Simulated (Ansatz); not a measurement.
# CH₈AsNSi: one species, many methods

One table from this session's results is given with a row withheld; the runs are named, their logs left out.

Program: Ansatz 0.2.0, Gaussian basis. Level of theory: functionals in def2-TZVPP, the program's frozen cores in correlated methods. These are calculated values, not measurements.

Plan: PBE-D4, r2SCAN-D4, PBE0-D4, B3LYP-D4, ωB97X-V, ωB97M-V, B2PLYP; CCSD(T)/def2-TZVPP; MP2/def2-QZVPP; extrapolation to the limit.

## Structure used throughout

All runs share one geometry, relaxed beforehand with PBE0-D4 in a triple-zeta def2 set.

SMILES `NC([SiH3])[AsH2]`, 12 atoms, charge 0, spin multiplicity 1.

Atoms are counted from 1 here; the program's logs count them from 0.

Bond lengths: N1–C2 1.456 Å, N1–H5 1.013 Å, N1–H6 1.013 Å, C2–Si3 1.878 Å, C2–As4 1.991 Å, C2–H7 1.102 Å, Si3–H8 1.485 Å, Si3–H9 1.494 Å, Si3–H10 1.486 Å, As4–H11 1.524 Å, As4–H12 1.524 Å. Angles: C2–N1–H5 111.5°, C2–N1–H6 111.7°, H5–N1–H6 107.7°, N1–C2–Si3 110.7°, N1–C2–As4 107.1°, N1–C2–H7 114.7°, Si3–C2–As4 111.1°, Si3–C2–H7 108.6°, As4–C2–H7 104.3°, C2–Si3–H8 110.5°, C2–Si3–H9 109.9°, C2–Si3–H10 109.5°, H8–Si3–H9 108.5°, H8–Si3–H10 110.0°, H9–Si3–H10 108.5°, C2–As4–H11 95.5°, C2–As4–H12 96.9°, H11–As4–H12 92.6°.

The first run:

Contents of in.yaml:

```yaml
crystal:
  periodic: [false, false, false]
  atoms:
    - {symbol: N, position_ang: [-0.840386, 1.383620, 0.520259]}
    - {symbol: C, position_ang: [0.199498, 0.368097, 0.435153]}
    - {symbol: Si, position_ang: [0.388784, -0.243424, -1.330444]}
    - {symbol: As, position_ang: [-0.327685, -1.115009, 1.655083]}
    - {symbol: H, position_ang: [-0.652939, 2.159720, -0.102807]}
    - {symbol: H, position_ang: [-0.924435, 1.756330, 1.458670]}
    - {symbol: H, position_ang: [1.187534, 0.687375, 0.805067]}
    - {symbol: H, position_ang: [-0.862965, -0.895989, -1.790548]}
    - {symbol: H, position_ang: [0.683557, 0.906528, -2.237447]}
    - {symbol: H, position_ang: [1.519794, -1.204933, -1.403653]}
    - {symbol: H, position_ang: [0.894313, -1.980465, 1.370053]}
    - {symbol: H, position_ang: [-1.187972, -1.877149, 0.654615]}
basis:
  gaussian: {orbitals: def2-TZVPP}
hamiltonian: {xc: pbe, dispersion: d4}
output: {forces: true, orbitals: {seedname: orbitals}}
```

Started as:

```bash
ansatz run in.yaml --threads 4 --pin off --events-out ev --progress --plain --max-ram 10444MiB
```

Steps of the session up to this table: PBE-D4 (GGA); r2SCAN-D4 (meta-GGA); PBE0-D4 (hybrid); B3LYP-D4 (hybrid); ωB97X-V (range-separated); ωB97M-V (range-separated); B2PLYP (double hybrid); CCSD(T) in def2-TZVPP; MP2 in def2-QZVPP.

One table of the session follows, with a row left open; its other results are not shown here.

```
            method  atomisation energy (kJ/mol)
            PBE-D4                       3760.7
         r2SCAN-D4                            ?
           PBE0-D4                       3706.0
          B3LYP-D4                       3745.3
           ωB97X-V                       3762.2
           ωB97M-V                       3734.8
            B2PLYP                       3676.4
     HF/def2-TZVPP                       2595.9
    MP2/def2-TZVPP                       3609.0
   CCSD/def2-TZVPP                       3571.4
CCSD(T)/def2-TZVPP                       3622.5
           MP2/CBS                       3713.4
       CCSD(T)/CBS                       3726.9
```

Q: Estimate the row for r2SCAN-D4 from the others.

The run gave: atomisation energy (kJ/mol): 3711.4. In the column «atomisation energy (kJ/mol)» it lies between PBE0-D4 (3706.0) and MP2/CBS (3713.4).

Limits of these values: Free atoms (1 N, 1 C, 1 Si, 1 As, 8 H) were run apart at each level; the atomisation energy is their sum less the molecule, without zero-point or spin-orbit terms.
